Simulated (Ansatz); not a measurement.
**CH8GeOSi: basis-set convergence**

One table from this session's results is given with a row withheld; the runs are named, their logs left out.

The runs use Ansatz 0.2.0, Gaussian basis; one geometry, several basis sets.

Plan: PBE0-D4/def2-SVP; ωB97M-V/def2-SVP; PBE0-D4/def2-QZVPP; ωB97M-V/def2-QZVPP; the functionals' def2-TZVPP values are taken from earlier runs.

## The relaxed structure

The geometry comes from an earlier relaxation with PBE0-D4 in a triple-zeta def2 set; it is a stationary point, not always the lowest conformer.

12 atoms, charge 0, spin multiplicity 1.

Atoms are counted from 1 here; the program's logs count them from 0.

Bond lengths: C1–Si2 1.858 Å, C1–H5 1.092 Å, C1–H6 1.093 Å, C1–H7 1.092 Å, Si2–O3 1.638 Å, Si2–H8 1.493 Å, Si2–H9 1.493 Å, O3–Ge4 1.774 Å, Ge4–H10 1.533 Å, Ge4–H11 1.538 Å, Ge4–H12 1.538 Å. Angles: Si2–C1–H5 110.8°, Si2–C1–H6 110.4°, Si2–C1–H7 110.8°, H5–C1–H6 108.2°, H5–C1–H7 108.3°, H6–C1–H7 108.2°, C1–Si2–O3 108.9°, C1–Si2–H8 110.4°, C1–Si2–H9 110.4°, O3–Si2–H8 109.9°, O3–Si2–H9 109.9°, H8–Si2–H9 107.3°, Si2–O3–Ge4 133.9°, O3–Ge4–H10 105.6°, O3–Ge4–H11 108.6°, O3–Ge4–H12 108.6°, H10–Ge4–H11 111.5°, H10–Ge4–H12 111.5° and more.

As a file:

```csv
atom,x (Å),y (Å),z (Å)
C1,0.5789,1.9225,-1.0019
Si2,0.7895,0.3443,-0.0450
O3,-0.6684,-0.3890,0.0963
Ge4,-1.2187,-1.8936,0.8573
H5,0.1838,1.7211,-2.0002
H6,1.5397,2.4329,-1.1109
H7,-0.1105,2.5976,-0.4900
H8,1.3496,0.6284,1.3094
H9,1.7494,-0.5622,-0.7419
H10,-2.7279,-1.9590,0.5970
H11,-0.9075,-1.8249,2.3621
H12,-0.4808,-3.0734,0.2019
```

Set-up of the first run:

The input, in.yaml:

```yaml
crystal:
  periodic: [false, false, false]
  atoms:
    - {symbol: C, position_ang: [0.578903, 1.922496, -1.001949]}
    - {symbol: Si, position_ang: [0.789529, 0.344320, -0.045035]}
    - {symbol: O, position_ang: [-0.668411, -0.388969, 0.096322]}
    - {symbol: Ge, position_ang: [-1.218720, -1.893609, 0.857274]}
    - {symbol: H, position_ang: [0.183764, 1.721115, -2.000211]}
    - {symbol: H, position_ang: [1.539734, 2.432908, -1.110909]}
    - {symbol: H, position_ang: [-0.110550, 2.597587, -0.489968]}
    - {symbol: H, position_ang: [1.349616, 0.628405, 1.309360]}
    - {symbol: H, position_ang: [1.749438, -0.562194, -0.741921]}
    - {symbol: H, position_ang: [-2.727854, -1.958971, 0.596970]}
    - {symbol: H, position_ang: [-0.907494, -1.824855, 2.362105]}
    - {symbol: H, position_ang: [-0.480756, -3.073435, 0.201863]}
basis:
  gaussian: {orbitals: def2-SVP}
hamiltonian: {xc: pbe0, dispersion: d4}
output: {orbitals: {seedname: orbitals}}
```

Steps of the session up to this table: PBE0-D4 in def2-SVP; ωB97M-V in def2-SVP; PBE0-D4 in def2-QZVPP; ωB97M-V in def2-QZVPP.

One table of the session follows, with a row left open; its other results are not shown here.

It belongs to the step «Functionals by basis». 

```
functional       basis  HOMO (eV)  LUMO (eV)
   PBE0-D4    def2-SVP      -8.16       0.34
   PBE0-D4  def2-TZVPP          ?          ?
   PBE0-D4  def2-QZVPP      -8.26      -0.17
   ωB97M-V    def2-SVP     -10.42       2.23
   ωB97M-V  def2-TZVPP     -10.56       1.80
   ωB97M-V  def2-QZVPP     -10.57       1.36
```

**Question.** Estimate the row for PBE0-D4, def2-TZVPP.

The run gave: HOMO (eV): -8.25; LUMO (eV): 0.05. In the column «HOMO (eV)» it lies between PBE0-D4, def2-QZVPP (-8.26) and PBE0-D4, def2-SVP (-8.16).
